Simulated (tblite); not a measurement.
# GeH9O2Si3: the cost of one run

Computed with tblite 0.8.0 and PySCF 2.14.0; each step states its level. No surroundings beyond the atoms listed, unless a continuum is named. Atoms count from 0, parts from 1.

### Step 1. Starting point

15 atoms, charge 0, multiplicity 2; geometry: distance geometry start.

### Step 2. Relaxing the cluster with GFN2-xTB

The job: settings as JSON, then the geometry in Å.

```
{"job": {"kind": "relax", "xc": "GFN2-xTB", "basis": "xTB"}, "charge": 0, "multiplicity": 2}
Ge    -0.147459    -0.390290    -0.341776
Si     1.123176    -2.055859     0.548770
O      0.736129     0.865152    -1.215839
Si     1.810054     1.754966    -0.229610
O     -1.452574     0.189947     0.701484
Si    -2.896025     0.229139    -0.205384
H      1.380193    -3.095329    -0.432052
H      0.397952    -2.715915     1.623548
H      2.362532    -1.562175     1.117262
H      1.864497     1.283292     1.138181
H      1.427997     3.167525    -0.241522
H      3.154172     1.691712    -0.865803
H     -3.087556    -1.101112    -0.769031
H     -2.625003     1.142583    -1.356140
H     -4.089197     0.634697     0.557920
```

With the program's defaults for keys left out, this is: GFN2-xTB geometry optimisation, gas phase.

Launch:

```sh
$ OMP_NUM_THREADS=1 python cluster_run.py task.json out
```

One launch serves the whole session: the jobs run in the order shown.

**Question.** How long does this first job take on 1 thread of Arm Neoverse V2, shared host?

About 6.1 s.
